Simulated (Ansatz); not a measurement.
# C4H10Cl3NSn: how energies converge with the basis set

One table from this session's results is given with a row withheld; the runs are named, their logs left out.

Method: one geometry, several basis sets; program: Ansatz 0.2.0, Gaussian basis.

Levels to be run: PBE0-D4/def2-SVP; ωB97M-V/def2-SVP; PBE0-D4/def2-QZVPP; ωB97M-V/def2-QZVPP; the functionals' def2-TZVPP values are taken from earlier runs.

### The geometry

The geometry comes from an earlier relaxation with PBE0-D4 in a triple-zeta def2 set; it is a stationary point, not always the lowest conformer. Sn takes the def2 core potential; no spin-orbit term is included.

SMILES `CC(C)(C)[NH][Sn]([Cl])([Cl])[Cl]`, 19 atoms, charge 0, spin multiplicity 1.

Atoms are counted from 1 here; the program's logs count them from 0.

Bond lengths: C1–C2 1.521 Å, C1–H10 1.091 Å, C1–H11 1.096 Å, C1–H12 1.092 Å, C2–C3 1.527 Å, C2–C4 1.527 Å, C2–N5 1.470 Å, C3–H13 1.093 Å, C3–H14 1.094 Å, C3–H15 1.093 Å, C4–H16 1.093 Å, C4–H17 1.091 Å, C4–H18 1.093 Å, N5–Sn6 1.990 Å, N5–H19 1.014 Å, Sn6–Cl7 2.317 Å, Sn6–Cl8 2.300 Å, Sn6–Cl9 2.304 Å. Angles: C2–C1–H10 110.4°, C2–C1–H11 111.5°, C2–C1–H12 111.0°, H10–C1–H11 106.7°, H10–C1–H12 108.5°, H11–C1–H12 108.6°, C1–C2–C3 110.2°, C1–C2–C4 109.7°, C1–C2–N5 108.6°, C3–C2–C4 109.9°, C3–C2–N5 111.7°, C4–C2–N5 106.6°, C2–C3–H13 111.0°, C2–C3–H14 110.6°, C2–C3–H15 110.9°, H13–C3–H14 107.8°, H13–C3–H15 108.1°, H14–C3–H15 108.2° and more.

The first run:

Input file in.yaml:

```yaml
crystal:
  periodic: [false, false, false]
  atoms:
    - {symbol: C, position_ang: [-1.039429, -1.078365, -0.097287]}
    - {symbol: C, position_ang: [0.105312, -0.281227, 0.509004]}
    - {symbol: C, position_ang: [-0.440025, 0.810579, 1.426194]}
    - {symbol: C, position_ang: [1.021797, -1.213133, 1.297701]}
    - {symbol: N, position_ang: [0.914718, 0.279488, -0.582905]}
    - {symbol: Sn, position_ang: [0.128817, 1.119171, -2.207407]}
    - {symbol: Cl, position_ang: [-1.785201, 2.395651, -1.933351]}
    - {symbol: Cl, position_ang: [-0.413603, -0.454852, -3.794287]}
    - {symbol: Cl, position_ang: [1.776710, 2.478632, -3.071510]}
    - {symbol: H, position_ang: [-1.614389, -1.574564, 0.686334]}
    - {symbol: H, position_ang: [-1.739005, -0.429728, -0.637739]}
    - {symbol: H, position_ang: [-0.664637, -1.838018, -0.786047]}
    - {symbol: H, position_ang: [-1.008844, 0.379650, 2.254037]}
    - {symbol: H, position_ang: [0.377458, 1.398850, 1.852211]}
    - {symbol: H, position_ang: [-1.098712, 1.488379, 0.877944]}
    - {symbol: H, position_ang: [0.481104, -1.669747, 2.130057]}
    - {symbol: H, position_ang: [1.409416, -2.003155, 0.652564]}
    - {symbol: H, position_ang: [1.870486, -0.662053, 1.712150]}
    - {symbol: H, position_ang: [1.676026, 0.849941, -0.230962]}
basis:
  gaussian: {orbitals: def2-SVP}
hamiltonian: {xc: pbe0, dispersion: d4}
output: {orbitals: {seedname: orbitals}}
```

Among the steps run: PBE0-D4 in def2-SVP; ωB97M-V in def2-SVP; PBE0-D4 in def2-QZVPP; ωB97M-V in def2-QZVPP.

One of the session's tables, all rows but one given; the rest of the session is left out.

It belongs to the step «Functionals by basis». 

```
functional       basis  HOMO (eV)  LUMO (eV)
   PBE0-D4    def2-SVP          ?          ?
   PBE0-D4  def2-TZVPP      -7.60      -2.21
   PBE0-D4  def2-QZVPP      -7.63      -2.26
   ωB97M-V    def2-SVP      -9.76       0.07
   ωB97M-V  def2-TZVPP      -9.91      -0.18
   ωB97M-V  def2-QZVPP      -9.93      -0.28
```

Estimate the missing values for PBE0-D4, def2-SVP.

**Answer.** HOMO (eV): -7.49; LUMO (eV): -2.07. In the column «HOMO (eV)» it is the highest.
